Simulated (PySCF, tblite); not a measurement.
# C5H8SSi: dynamics, then NMR shifts on frames

How do NMR shifts of C5H8SSi (`[SiH3]Cc1ccsc1`) change as the atoms move?

Computed with tblite 0.8.0 and PySCF 2.14.0, with density-fitted response routines of our own, on a single molecule in the gas phase. Atoms are numbered from 0 throughout.

### 1 The molecule as given

15 atoms, charge 0, multiplicity 1; geometry from: GFN2-xTB.

Bonds of the start (Å): Si0–C1 1.91, C1–C2 1.49, C2–C3 1.42, C3–C4 1.35, C4–S5 1.72, S5–C6 1.72, C6–C2 1.36, Si0–H7 1.46, Si0–H8 1.46, Si0–H9 1.46, C1–H10 1.09, C1–H11 1.09, C3–H12 1.08, C4–H13 1.07, C6–H14 1.07.

### 2 Dynamics with GFN2-xTB

The job: settings as JSON, then the geometry in Å.

```
{"job": {"kind": "md", "xc": "GFN2-xTB", "basis": "xTB", "temperature": 400, "steps": 2000, "every": 50, "frames": 5}, "charge": 0, "multiplicity": 1}
Si    -2.070814     0.645638     0.610922
C     -1.017648    -0.052958    -0.823384
C      0.368728    -0.343679    -0.370300
C      1.361105     0.659004    -0.194085
C      2.538862     0.167581     0.258571
S      2.479491    -1.535244     0.492466
C      0.839909    -1.573757    -0.034014
H     -3.420567     0.903713     0.107436
H     -2.107061    -0.340832     1.689994
H     -1.470303     1.891080     1.089540
H     -1.477709    -0.963940    -1.207095
H     -0.987635     0.668841    -1.640955
H      1.188642     1.699324    -0.406110
H      3.447021     0.696124     0.469818
H      0.323565    -2.512907    -0.064716
```

Level: GFN2-xTB Langevin dynamics, gas phase.

Started as:

```sh
$ OMP_NUM_THREADS=1 python probes_run.py task.json out
```

One launch serves the whole session: the jobs run in the order shown.

Output:

```text
t/fs     T/K      E/eV
    0.0   319.0   -537.08177
   25.0   150.0   -536.66914
   50.0   205.7   -536.69024
   75.0   235.9   -536.57494
  100.0   265.2   -536.59084
  125.0   352.5   -536.63807
  150.0   303.7   -536.59461
  175.0   365.9   -536.54141
  200.0   298.6   -536.52841
  225.0   482.4   -536.74697
  250.0   312.4   -536.48324
  275.0   222.0   -536.54372
  300.0   332.2   -536.65593
  325.0   341.9   -536.60965
  350.0   403.5   -536.71557
  375.0   256.7   -536.51465
  400.0   283.1   -536.34102
  425.0   396.8   -536.53792
  450.0   391.8   -536.66548
  475.0   285.0   -536.44423
  500.0   322.5   -536.47165
  525.0   449.3   -536.42682
  550.0   410.1   -536.35523
  575.0   408.8   -536.40857
  600.0   400.6   -536.10561
  625.0   472.6   -536.32137
  650.0   467.8   -536.47961
  675.0   492.2   -536.54605
  700.0   477.3   -536.28804
  725.0   512.7   -536.42373
  750.0   592.4   -536.52782
  775.0   430.0   -536.26817
  800.0   503.9   -536.53912
  825.0   348.0   -536.26769
  850.0   308.0   -536.17532
  875.0   266.3   -536.37210
  900.0   342.2   -536.50509
  925.0   310.6   -536.58826
  950.0   359.7   -536.35957
  975.0   259.8   -536.12382
 1000.0   329.7   -536.23121
```

Wall time 14 s (1 thread of Arm Neoverse V1, shared host); peak memory 0.18 GiB.

Distance from the start (root mean square after alignment): 0 fs 0.00 Å, 200 fs 0.22 Å, 400 fs 0.55 Å, 600 fs 0.33 Å, 800 fs 0.35 Å, 1000 fs 0.32 Å.

Positions (Å) and forces (eV/Å) at 1000 fs:

```xyz
15

Si   -1.610    0.601    2.030   -0.338    0.730    0.570
C    -1.192   -0.415    0.513    0.345    0.898   -1.227
C     0.298   -0.547    0.124   -2.902   -1.752    0.699
C     1.105    0.485   -0.387   -0.277    0.786    0.595
C     2.378    0.057   -0.590   -0.340    0.843   -0.886
S     2.577   -1.610   -0.396   -1.438   -0.993    0.848
C     0.816   -1.808    0.193    3.219    1.650   -1.250
H    -2.980    1.142    1.839    0.240   -0.302    0.158
H    -1.404   -0.409    3.068   -0.204    0.116    0.311
H    -0.813    1.744    2.410    0.336    0.276   -0.091
H    -1.627   -1.322    0.899    0.254   -0.995   -0.696
H    -1.833   -0.091   -0.359    0.889   -0.291    0.613
H     0.721    1.529   -0.453    0.568   -1.077   -0.045
H     3.140    0.637   -1.079    0.200   -0.074    0.231
H     0.615   -2.818    0.454   -0.553    0.185    0.169
```

### 3 NMR shieldings: 250 fs, PBE0/pcSseg-1

The job: settings as JSON, then the geometry in Å.

```
{"job": {"kind": "nmr", "xc": "PBE0", "basis": "pcSseg-1", "pop": false}, "charge": 0, "multiplicity": 1}
Si    -2.377900     0.547100     0.219200
C     -1.222000    -0.409700    -0.984200
C      0.191500    -0.471100    -0.416900
C      0.934200     0.699200    -0.199200
C      2.124900     0.428800     0.322300
S      2.388200    -1.262400     0.627400
C      0.826500    -1.622200    -0.101000
H     -3.650900    -0.080900    -0.104200
H     -2.041500     0.315700     1.698400
H     -2.144200     1.886500    -0.318400
H     -1.553200    -1.523400    -1.186000
H     -1.107300     0.119100    -1.957700
H      0.723700     1.771100    -0.517500
H      2.924700     1.134800     0.529100
H      0.483100    -2.580300    -0.214200
```

Level: GIAO PBE0/pcSseg-1 NMR shielding, non-relativistic, gas phase.

Output:

```text
coarse grid: 13640 points
cycle   1  E = -882.3536775277  dE =  9.371e-01  |g| = 3.728e-01  |ddm| = 3.748e+00
cycle   2  E = -882.3252259488  dE =  2.845e-02  |g| = 4.871e-01  |ddm| = 9.233e-01
cycle   3  E = -882.3886770082  dE = -6.345e-02  |g| = 9.976e-02  |ddm| = 6.452e-01
cycle   4  E = -882.3913256293  dE = -2.649e-03  |g| = 3.232e-02  |ddm| = 1.530e-01
cycle   5  E = -882.3915685462  dE = -2.429e-04  |g| = 9.148e-03  |ddm| = 3.473e-02
cycle   6  E = -882.3915882429  dE = -1.970e-05  |g| = 2.895e-03  |ddm| = 1.221e-02
cycle   7  E = -882.3915900035  dE = -1.761e-06  |g| = 9.357e-04  |ddm| = 3.304e-03
final grid: 122688 points
cycle   8  E = -882.4356131177  dE = -1.921e-05  |g| = 8.487e-03  |ddm| = 3.927e-02
cycle   9  E = -882.4355816416  dE =  3.148e-05  |g| = 1.346e-02  |ddm| = 2.406e-02
cycle  10  E = -882.4356316890  dE = -5.005e-05  |g| = 1.614e-03  |ddm| = 1.687e-02
cycle  11  E = -882.4356323479  dE = -6.589e-07  |g| = 3.014e-04  |ddm| = 1.803e-03
cycle  12  E = -882.4356323699  dE = -2.205e-08  |g| = 7.186e-05  |ddm| = 3.895e-04
cycle  13  E = -882.4356323709  dE = -9.918e-10  |g| = 3.853e-05  |ddm| = 1.129e-04
cycle  14  E = -882.4356323712  dE = -3.529e-10  |g| = 1.103e-05  |ddm| = 4.301e-05
converged SCF energy = -882.4356323712

GIAO shielding tensors (ppm)
atom      isotropic    diamagn.    paramagn.     s11        s22        s33       span
  0 Si     418.885     878.293    -459.407    371.495    422.830    462.331     90.835
  1 C      158.434     248.763     -90.329    147.343    151.661    176.298     28.955
  2 C       40.673     261.397    -220.724    -39.161     19.029    142.149    181.310
  3 C       59.439     251.478    -192.039    -27.352     61.455    144.215    171.567
  4 C       44.682     260.447    -215.765    -48.074     45.176    136.945    185.019
  5 S      272.120    1056.189    -784.069    133.610    304.789    377.960    244.349
  6 C       61.148     255.471    -194.323    -19.635     69.619    133.458    153.094
  7 H       27.388      28.136      -0.748     23.503     25.448     33.212      9.709
  8 H       27.161      27.579      -0.417     24.024     26.807     30.652      6.628
  9 H       27.098      28.818      -1.720     23.547     25.715     32.032      8.486
 10 H       27.341      29.414      -2.073     22.063     27.720     32.239     10.176
 11 H       28.256      29.677      -1.421     24.759     26.826     33.183      8.424
 12 H       23.687      30.829      -7.142     20.049     24.084     26.927      6.878
 13 H       24.352      30.612      -6.261     21.381     24.710     26.964      5.582
 14 H       25.546      34.787      -9.240     22.903     25.646     28.089      5.185
```

Run time: 26 s. Hardware: 1 thread of Arm Neoverse V1, shared host; peak memory 0.79 GiB.

Shifts follow as δ = σ(reference) − σ, with reference shieldings (ppm) from runs at the same level and on the same kind of geometry: 1H TMS 31.72, 13C TMS 186.9, 29Si TMS 349.2, 33S CS2 504. The references are single molecules in the gas phase. Each atom is listed at this fixed geometry, with no averaging over motion; a spectrum would average atoms that exchange fast.

| atoms | environment | σ (ppm) | δ (ppm) |
| --- | --- | --- | --- |
| C2 | substituted aromatic carbon | 40.7 | 146.3 |
| C4 | aromatic CH next to the ring sulfur | 44.7 | 142.2 |
| C3 | aromatic CH | 59.4 | 127.5 |
| C6 | aromatic CH next to the ring sulfur | 61.1 | 125.8 |
| C1 | sp3 CH2 bonded to Si, on an aromatic ring | 158.4 | 28.5 |
| H12 | hydrogen on an aromatic CH | 23.69 | 8.03 |
| H13 | hydrogen on an aromatic CH next to the ring sulfur | 24.35 | 7.37 |
| H14 | hydrogen on an aromatic CH next to the ring sulfur | 25.55 | 6.17 |
| H9 | hydrogen on a silicon bonded to C | 27.10 | 4.62 |
| H8 | hydrogen on a silicon bonded to C | 27.16 | 4.56 |
| H10 | hydrogen on an sp3 CH2 bonded to Si, on an aromatic ring | 27.34 | 4.38 |
| H7 | hydrogen on a silicon bonded to C | 27.39 | 4.33 |
| H11 | hydrogen on an sp3 CH2 bonded to Si, on an aromatic ring | 28.26 | 3.46 |
| Si0 | silicon bonded to C, 3 H | 418.9 | -69.7 |
| S5 | aromatic ring sulfur | 272 | 232 |

Ring of atoms C2, C3, C4, S5, C6: NICS(0) -12.0, NICS(1) -10.7, NICS(1)zz -24.5 ppm (means of both faces).

### 4 Shielding tensors: 425 fs, PBE0/pcSseg-1

The job: settings as JSON, then the geometry in Å.

```
{"job": {"kind": "nmr", "xc": "PBE0", "basis": "pcSseg-1", "pop": false}, "charge": 0, "multiplicity": 1}
Si    -2.330900     0.780000     0.113600
C     -1.270000    -0.735400    -0.448600
C      0.155300    -0.731200    -0.001000
C      1.076700     0.363300    -0.005400
C      2.381400    -0.025600     0.278800
S      2.473200    -1.670300     0.645500
C      0.818100    -1.838600     0.372100
H     -3.758700     0.470500    -0.094700
H     -2.156100     1.044700     1.533700
H     -2.037200     1.897000    -0.832300
H     -1.668100    -1.740500    -0.186700
H     -1.571500    -0.700200    -1.569900
H      0.819000     1.337600    -0.219500
H      3.228300     0.616800     0.302000
H      0.415300    -2.849600     0.441700
```

Level: GIAO PBE0/pcSseg-1 NMR shielding, non-relativistic, gas phase.

Output:

```text
coarse grid: 13640 points
cycle   1  E = -882.3625617574  dE =  1.027e+00  |g| = 3.628e-01  |ddm| = 3.784e+00
cycle   2  E = -882.3308813732  dE =  3.168e-02  |g| = 4.921e-01  |ddm| = 9.254e-01
cycle   3  E = -882.3959366425  dE = -6.506e-02  |g| = 9.497e-02  |ddm| = 6.558e-01
cycle   4  E = -882.3982259744  dE = -2.289e-03  |g| = 3.472e-02  |ddm| = 1.385e-01
cycle   5  E = -882.3985129386  dE = -2.870e-04  |g| = 9.234e-03  |ddm| = 3.601e-02
cycle   6  E = -882.3985325967  dE = -1.966e-05  |g| = 3.082e-03  |ddm| = 1.262e-02
cycle   7  E = -882.3985347159  dE = -2.119e-06  |g| = 1.058e-03  |ddm| = 3.769e-03
final grid: 122688 points
cycle   8  E = -882.4423277195  dE = -2.191e-05  |g| = 8.596e-03  |ddm| = 3.355e-02
cycle   9  E = -882.4422996834  dE =  2.804e-05  |g| = 1.313e-02  |ddm| = 2.335e-02
cycle  10  E = -882.4423460975  dE = -4.641e-05  |g| = 1.693e-03  |ddm| = 1.620e-02
cycle  11  E = -882.4423468455  dE = -7.480e-07  |g| = 3.268e-04  |ddm| = 1.833e-03
cycle  12  E = -882.4423468712  dE = -2.564e-08  |g| = 7.101e-05  |ddm| = 3.797e-04
cycle  13  E = -882.4423468721  dE = -9.663e-10  |g| = 3.644e-05  |ddm| = 1.022e-04
cycle  14  E = -882.4423468724  dE = -3.065e-10  |g| = 1.022e-05  |ddm| = 3.734e-05
converged SCF energy = -882.4423468724

GIAO shielding tensors (ppm)
atom      isotropic    diamagn.    paramagn.     s11        s22        s33       span
  0 Si     420.585     878.380    -457.794    392.320    397.738    471.698     79.378
  1 C      170.390     247.066     -76.676    150.674    164.751    195.745     45.071
  2 C       47.724     254.563    -206.838    -30.911     25.034    149.051    179.961
  3 C       50.380     250.640    -200.260    -36.396     36.000    151.536    187.932
  4 C       52.904     260.231    -207.327    -40.074     51.140    147.644    187.718
  5 S      313.571    1056.729    -743.158    158.358    313.551    468.802    310.444
  6 C       59.992     255.082    -195.090    -18.690     66.985    131.682    150.372
  7 H       27.440      27.884      -0.444     23.907     25.566     32.847      8.940
  8 H       27.682      28.518      -0.836     24.622     25.860     32.563      7.941
  9 H       26.937      28.657      -1.720     23.532     25.530     31.751      8.220
 10 H       28.600      29.374      -0.774     22.105     29.431     34.266     12.161
 11 H       27.834      27.818       0.016     23.155     26.086     34.261     11.107
 12 H       25.142      34.698      -9.555     21.837     24.230     29.360      7.523
 13 H       24.616      31.299      -6.682     21.770     25.370     26.709      4.940
 14 H       25.020      31.228      -6.208     20.884     26.497     27.680      6.796
```

It took 21 s on 1 thread of Arm Neoverse V1, shared host; peak memory 0.8 GiB.

This run: δ C2 139.2, C3 136.5, C4 134.0, C6 126.9, H13 7.10, H14 6.70 ppm.

[end of part 1 of 2]
